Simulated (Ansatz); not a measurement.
# C₂H₆Al₂O: basis-set convergence

The task here is to estimate one member of a computed series from the others.

Computed with Ansatz 0.2.0, Gaussian basis. Level: one geometry, several basis sets.

Plan: PBE0-D4/def2-SVP; ωB97M-V/def2-SVP; PBE0-D4/def2-QZVPP; ωB97M-V/def2-QZVPP; the functionals' def2-TZVPP values are taken from earlier runs.

### The geometry

An earlier PBE0-D4 in a triple-zeta def2 set relaxation fixed the geometry.

11 atoms, charge 0, spin multiplicity 1.

Atoms are counted from 1 here; the program's logs count them from 0.

Bond lengths: C1–Al2 1.951 Å, C1–H6 1.093 Å, C1–H7 1.093 Å, C1–H8 1.092 Å, Al2–C3 1.934 Å, Al2–H9 1.581 Å, C3–O4 1.207 Å, C3–Al5 2.134 Å, O4–Al5 2.014 Å, Al5–H10 1.576 Å, Al5–H11 1.577 Å. Angles: Al2–C1–H6 110.9°, Al2–C1–H7 110.5°, Al2–C1–H8 111.7°, H6–C1–H7 107.6°, H6–C1–H8 108.2°, H7–C1–H8 107.8°, C1–Al2–C3 114.5°, C1–Al2–H9 131.4°, C3–Al2–H9 108.7°, Al2–C3–O4 156.2°, Al2–C3–Al5 88.6°, O4–C3–Al5 67.7°, C3–O4–Al5 78.7°, C3–Al5–O4 33.7°, C3–Al5–H10 114.4°, C3–Al5–H11 113.3°, O4–Al5–H10 105.6°, O4–Al5–H11 105.3° and more.

The first run:

in.yaml

```yaml
crystal:
  periodic: [false, false, false]
  atoms:
    - {symbol: C, position_ang: [-2.021743, -0.290948, 0.074072]}
    - {symbol: Al, position_ang: [-0.211069, -0.829431, 0.562954]}
    - {symbol: C, position_ang: [0.955768, 0.633105, 1.054352]}
    - {symbol: O, position_ang: [1.835273, 1.445022, 0.897938]}
    - {symbol: Al, position_ang: [1.852443, 0.495940, -0.877777]}
    - {symbol: H, position_ang: [-2.707159, -0.421161, 0.915747]}
    - {symbol: H, position_ang: [-2.393406, -0.902753, -0.752353]}
    - {symbol: H, position_ang: [-2.062101, 0.753975, -0.240549]}
    - {symbol: H, position_ang: [0.343977, -2.160796, 1.209590]}
    - {symbol: H, position_ang: [3.203408, -0.314583, -0.911321]}
    - {symbol: H, position_ang: [1.270008, 1.534828, -1.912054]}
basis:
  gaussian: {orbitals: def2-SVP}
hamiltonian: {xc: pbe0, dispersion: d4}
output: {orbitals: {seedname: orbitals}}
```

Run with:

```console
ansatz run in.yaml --threads 4 --pin off --events-out ev --progress --plain --max-ram 10444MiB
```

Steps of the session up to this table: PBE0-D4 in def2-SVP; ωB97M-V in def2-SVP; PBE0-D4 in def2-QZVPP; ωB97M-V in def2-QZVPP.

One of the session's tables, all rows but one given; the rest of the session is left out.

It belongs to the step «Density functionals: the series». 

| functional | basis | HOMO (eV) | LUMO (eV) |
| --- | --- | --- | --- |
| PBE0-D4 | def2-SVP | -6.50 | -2.54 |
| PBE0-D4 | def2-TZVPP | ? | ? |
| PBE0-D4 | def2-QZVPP | -6.46 | -2.56 |
| ωB97M-V | def2-SVP | -8.41 | -0.18 |
| ωB97M-V | def2-TZVPP | -8.40 | -0.25 |
| ωB97M-V | def2-QZVPP | -8.41 | -0.30 |

Estimate the missing values for PBE0-D4, def2-TZVPP.

**Answer.** HOMO (eV): -6.46; LUMO (eV): -2.55.
